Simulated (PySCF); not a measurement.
# CH7B2O2P: the cost of one run

The runs use PySCF 2.14.0, with density-fitted response routines of our own; the level of theory stands in each step. All values are computed, except where a source is named. Atoms count from 0, in the outputs and in this text.

## (1) Starting geometry

13 atoms, charge 0, multiplicity 1; geometry from: PBE0-D3(BJ)/def2-SVP.

Bonds of the start (Å): B0–O1 1.35, O1–B2 1.38, B2–P3 1.94, B2–O4 1.34, O4–C5 1.41, B0–H6 1.21, B0–H7 1.21, P3–H8 1.43, P3–H9 1.42, C5–H10 1.10, C5–H11 1.10, C5–H12 1.10.

## (2) NMR shieldings: HF/pcSseg-1

The job: settings as JSON, then the geometry in Å.

```
{"job": {"kind": "nmr", "xc": "HF", "basis": "pcSseg-1", "pop": false}, "charge": 0, "multiplicity": 1}
B     -1.832197    -1.894923    -0.746802
O     -0.693711    -1.267527    -0.374036
B     -0.423583     0.086608    -0.273533
P     -1.802424     1.445567    -0.360597
O      0.855442     0.492848    -0.199352
C      1.963305    -0.379324    -0.213794
H     -1.852914    -3.102635    -0.689727
H     -2.788621    -1.254656    -1.129809
H     -2.652190     0.889271     0.639167
H     -1.143806     2.359021     0.510983
H      2.465682    -0.340146     0.764894
H      1.666817    -1.417241    -0.423283
H      2.672690    -0.037645    -0.981526
```

With the program's defaults for keys left out, this is: GIAO HF/pcSseg-1 NMR shielding, non-relativistic, gas phase.

On the command line:

```sh
$ OMP_NUM_THREADS=1 python probes_run.py task.json out
```

This one command runs all jobs of the session in turn.

**Question.** How long does this first job take on 1 thread of Arm Neoverse V1, shared host, and how much memory does it need?

About 6.5 s, with a peak of 0.75 GiB.
